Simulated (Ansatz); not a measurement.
# H4NSSb: the cost of one run

Method: RKS PBE0-D4/def2-SVP, in Ansatz 0.2.0.

## (1) The structure to begin with

Bond lengths: N1–Sb2 2.011 Å, Sb2–S3 2.450 Å, N1–H4 1.013 Å, N1–H5 1.012 Å, Sb2–H6 1.704 Å, S3–H7 1.322 Å. Angles: N1–Sb2–S3 97.4°, N1–Sb2–H6 89.0°, S3–Sb2–H6 90.7°, Sb2–N1–H4 112.1°, Sb2–N1–H5 113.0°, H4–N1–H5 106.9°, Sb2–S3–H7 95.9°.

Structure file:

```xyz
7

N    -1.1785    0.7249   -0.6461
Sb    0.5625    0.8618    0.3519
S     1.1625   -1.5121    0.2691
H    -1.6642   -0.1419   -0.4480
H    -1.0643    0.7746   -1.6502
H    -0.2878    0.6167    1.8078
H     2.4698   -1.3240    0.3156
```

## (2) Relaxing end A

File input.yaml:

```yaml
crystal:
  periodic: [false, false, false]
  atoms:
    - { symbol: "N", position_ang: [-1.17848, 0.72487, -0.64614] }
    - { symbol: Sb, position_ang: [0.56245, 0.8618, 0.35186] }
    - { symbol: S, position_ang: [1.16247, -1.51208, 0.26906] }
    - { symbol: H, position_ang: [-1.66421, -0.14187, -0.448] }
    - { symbol: H, position_ang: [-1.06427, 0.77464, -1.65019] }
    - { symbol: H, position_ang: [-0.28779, 0.61668, 1.80784] }
    - { symbol: H, position_ang: [2.46984, -1.32404, 0.31558] }
basis:
  gaussian: { orbitals: def2-SVP }
hamiltonian:
  xc: pbe0
  dispersion: d4
relax:
  f_tol: 0.02
  max_steps: 50
output:
  orbitals: {}
```

The run is started by

```console
> ansatz run input.yaml --threads 1 --pin off --max-ram 2048MiB --backend cpu --events-out ev --progress --plain --runs-dir out
```

What time and memory should one allow on 1 thread of Arm Neoverse N1, shared host?

About 52 s, with a peak of 0.16 GiB.
